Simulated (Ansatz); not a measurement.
# GeH2O: functionals against CCSD(T) at one geometry

Aim: energy, forces and dipole at a structure displaced at random from a GFN2-xTB minimum, from CCSD(T) and from density functionals.

The runs use Ansatz 0.2.0, Gaussian basis; single points in def2-TZVPP.

Correlated methods freeze the cores. Filled d shells of the heavier atoms are correlated.

## 1. Where the work starts

SMILES `[OH][GeH]`, 4 atoms, charge 0, spin multiplicity 1.

Atoms are counted from 1 here; the program's logs count them from 0.

Bond lengths: O1–Ge2 1.671 Å, O1–H3 1.148 Å, Ge2–H4 1.472 Å. Angles: Ge2–O1–H3 113.7°, O1–Ge2–H4 89.9°.

As a file:

```
O    -0.1253   -0.6108    0.4206
Ge    0.4391    0.6432   -0.5290
H     0.6878   -1.3610    0.7268
H    -0.8782    1.2944   -0.4496
```

## 2. CCSD(T)/def2-TZVPP

Contents of run/in.yaml:

```yaml
crystal:
  periodic: [false, false, false]
  atoms:
    - {symbol: O, position_ang: [-0.125300, -0.610800, 0.420600]}
    - {symbol: Ge, position_ang: [0.439100, 0.643200, -0.529000]}
    - {symbol: H, position_ang: [0.687800, -1.361000, 0.726800]}
    - {symbol: H, position_ang: [-0.878200, 1.294400, -0.449600]}
basis:
  gaussian: {orbitals: def2-TZVPP}
correlation: {method: ccsd_t}
output: {forces: true}
```

No record of the launch command was kept for these runs.

## 3. PBE0-D4/def2-TZVPP

run/in.yaml: that of step 2 with these lines changed.

```diff
@@ -9,3 +9,3 @@
   gaussian: {orbitals: def2-TZVPP}
-correlation: {method: ccsd_t}
-output: {forces: true}
+hamiltonian: {xc: pbe0, dispersion: d4}
+output: {forces: true, orbitals: {seedname: orbitals}}
```

## 4. wB97M-V/def2-TZVPP

run/in.yaml: that of step 3 with these lines changed.

```diff
@@ -9,3 +9,3 @@
   gaussian: {orbitals: def2-TZVPP}
-hamiltonian: {xc: pbe0, dispersion: d4}
-output: {forces: true, orbitals: {seedname: orbitals}}
+hamiltonian: {xc: {name: wB97M-V}}
+output: {forces: true}
```

## 5. r2SCAN-D4/def2-TZVPP

run/in.yaml: that of step 4 with these lines changed.

```diff
@@ -9,3 +9,3 @@
   gaussian: {orbitals: def2-TZVPP}
-hamiltonian: {xc: {name: wB97M-V}}
+hamiltonian: {xc: r2scan, dispersion: d4}
 output: {forces: true}
```

## 6. PBE-D4/def2-TZVPP

run/in.yaml: that of step 5 with these lines changed.

```diff
@@ -9,3 +9,3 @@
   gaussian: {orbitals: def2-TZVPP}
-hamiltonian: {xc: r2scan, dispersion: d4}
+hamiltonian: {xc: pbe, dispersion: d4}
 output: {forces: true}
```

## 7. r2SCANh-D4/def2-TZVPP

run/in.yaml: that of step 6 with these lines changed.

```diff
@@ -9,3 +9,3 @@
   gaussian: {orbitals: def2-TZVPP}
-hamiltonian: {xc: pbe, dispersion: d4}
+hamiltonian: {xc: {name: r2SCANh}, dispersion: d4}
 output: {forces: true}
```

## 8. HSE06-D4/def2-TZVPP

run/in.yaml: that of step 7 with these lines changed.

```diff
@@ -9,3 +9,3 @@
   gaussian: {orbitals: def2-TZVPP}
-hamiltonian: {xc: {name: r2SCANh}, dispersion: d4}
+hamiltonian: {xc: hse06, dispersion: d4}
 output: {forces: true}
```

(Steps that only read results are left out.)

Before running it: what results should come out? Wanted: energy less free atoms, CCSD(T)/def2-TZVPP; RMS force component; RMS force error; HOMO and LUMO, PBE0-D4; T1 diagnostic.

**Answer**, as computed:

| quantity | value |
| --- | --- |
| energy less free atoms, CCSD(T)/def2-TZVPP | -1055.8 kJ/mol |
| RMS force component | 3.094 to 3.169 eV/Å over the methods |
| RMS force error | PBE0-D4 0.108, wB97M-V 0.070, r2SCAN-D4 0.077, PBE-D4 0.303, r2SCANh-D4 0.106, HSE06-D4 0.108 eV/Å |
| HOMO and LUMO, PBE0-D4 | -6.36 and -1.85 eV |
| T1 diagnostic | 0.015 |

Against CCSD(T) the functionals' energies less atoms differ by -46.2 to +2.3 kJ/mol, PBE-D4 by -46.2 kJ/mol. The reference is not at the basis limit: in triple zeta CCSD(T) underbinds, which counts against methods that bind more; the gaps are no ranking. The forces of wB97M-V come nearest to CCSD(T), those of PBE-D4 are farthest. Frozen-core CCSD(T) forces in triple zeta carry basis errors of their own, and this is one geometry, so small gaps rank nothing.
